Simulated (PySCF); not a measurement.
The system is FTiCl3, in a box.

```
F Ti Cl
1.0
    12.00000    0.00000    0.00000
     0.00000   13.00000    0.00000
     0.00000    0.00000   13.00000
F Ti Cl
1 1 3
Direct
  0.40954 0.48398 0.62213
  0.49118 0.48316 0.50964
  0.61606 0.37067 0.52781
  0.38513 0.44409 0.38449
  0.55846 0.63510 0.48209
```

The cell isn't the ideal one: atoms moved at random, drawn with an rms of 0.05 Å.

Base run:

| Item | Value |
| --- | --- |
| Program | PySCF 2.14.0 |
| Functional | HLE16 |
| Potentials or basis | pob-tzvp-rev2 (all-electron) |
| k mesh | 1 × 1 × 1 |
| Occupations | fixed |
| Spin | no spin polarisation |

Its results: gap between the frontier levels 3.55 eV.

Question: After a change of settings the same cell gave: gap between the frontier levels 4.15 eV. Which change was it?
A. functional from HLE16 to M06-L; dispersion from none to D4
B. functional from HLE16 to revTPSS; dispersion from none to D3
C. functional from HLE16 to r2SCAN

Answer: B.

Caveats: this is a molecule in a periodic box at the Γ point, so its band gap is the HOMO-LUMO gap; the basis of atomic orbitals isn't converged, which shifts pressures, moduli and gaps.

Runs at the PBE level aren't shown here.
